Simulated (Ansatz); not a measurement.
# Cd: response to strain

Aim: deform Cd (equal xy, yz and zx engineering shear strains of +2 %) and compute stress, forces and field gradients with LAPW, PAW and all-electron datasets made for the crystal.

Computed with Ansatz 0.2.0 (DFT PBEsol, scalar-relativistic, unless a step's input says otherwise).

## 1. The structure to begin with

The structure is hexagonal, space group P6_3/mmc (No. 194). Conventional cell: a = 2.979 Å, b = 2.979 Å, c = 5.618 Å, α = 90.00°, β = 90.00°, γ = 120.00°. Cd (site symmetry -6m2) is surrounded by 12 Cd at 2.98 to 3.29 Å.

As a file:

```xyz
2
Lattice="2.9789 0.0000 0.0000 -1.4894 2.5798 0.0000 0.0000 0.0000 5.6177" Properties=species:S:1:pos:R:3 pbc="T T T"
Cd    0.0000    1.7199    1.4044
Cd    1.4894    0.8599    4.2132
```

Atoms are numbered in the order of the input: Cd1, Cd2.

## 2. The deformed structure

Space group P6_3/mmc before, P-1 after.

## 3. Full-potential LAPW

Contents of input.yaml:

```yaml
crystal:
  lattice:
    - [2.9788725081, 0.0297887251, 0.0297887251]
    - [-1.4636384613, 2.5648849041, 0.0109034301]
    - [0.0561765, 0.0561765, 5.61765]
  atoms:
    - { symbol: Cd, position: [0.3333333333, 0.6666666667, 0.25] }
    - { symbol: Cd, position: [0.6666666667, 0.3333333333, 0.75] }
kpoints:
  mp_grid: { grid: [16, 16, 7] }
  band_path:
    path:
      - [0.0, 0.0, 0.0]
      - [0.0, -0.5, 0.0]
      - [0.0, 0.0, 0.5]
      - [0.0, 0.0, 0.0]
      - [-0.5, 0.0, 0.0]
      - [-0.5, 0.5, -0.5]
      - [0.0, 0.0, 0.0]
      - [-0.5, 0.0, -0.5]
      - [-0.5, 0.5, 0.0]
    npoints: 5
scf:
  occupations: { method: fermi_dirac, width: 0.05 }
hamiltonian:
  xc: pbesol
  pseudopotentials: { kind: all_electron, lapw: { basis_error: 0.001 } }
output:
  forces: true
  stress: true
  eigenvalues: true
```

Started as:

```
$ ansatz run input.yaml --threads 1 --pin off --max-ram 3072MiB --backend cpu --events-out ev --progress --plain --runs-dir out
```

## 4. PAW on the default files

Contents of input.yaml:

```yaml
crystal:
  lattice:
    - [2.9788725081, 0.0297887251, 0.0297887251]
    - [-1.4636384613, 2.5648849041, 0.0109034301]
    - [0.0561765, 0.0561765, 5.61765]
  atoms:
    - { symbol: Cd, position: [0.3333333333, 0.6666666667, 0.25] }
    - { symbol: Cd, position: [0.6666666667, 0.3333333333, 0.75] }
kpoints:
  mp_grid: { grid: [16, 16, 7] }
scf:
  occupations: { method: fermi_dirac, width: 0.05 }
hamiltonian:
  xc: pbesol
  pseudopotentials: { kind: paw }
output:
  forces: true
  stress: true
  eigenvalues: true
  efg: { contact_densities: true }
```

## 5. All-electron PAW on datasets made for the crystal

Edit input.yaml of step 4 so:

```diff
@@ -14,3 +14,3 @@
   xc: pbesol
-  pseudopotentials: { kind: paw }
+  pseudopotentials: { kind: all_electron, datasets: crystal }
 output:
```

(Steps that only read results are left out.)

**Question.** What will these runs give? Wanted: pressure; largest shear or deviatoric stress.

The runs gave:

| quantity | value |
| --- | --- |
| pressure | LAPW -1.44, PAW -1.43, crystal datasets -1.44 GPa |
| largest shear or deviatoric stress (LAPW) | 0.55 GPa |

What this shows: The largest part of the stress beyond the pressure is 0.55 GPa in size, in the xy component; the atoms are carried along and not relaxed. No run of the undeformed cell stands beside it, so the pressure holds what the given cell had before the change. PAW: stress within 0.01 GPa of LAPW. Crystal datasets: stress within 0.01 GPa of LAPW.
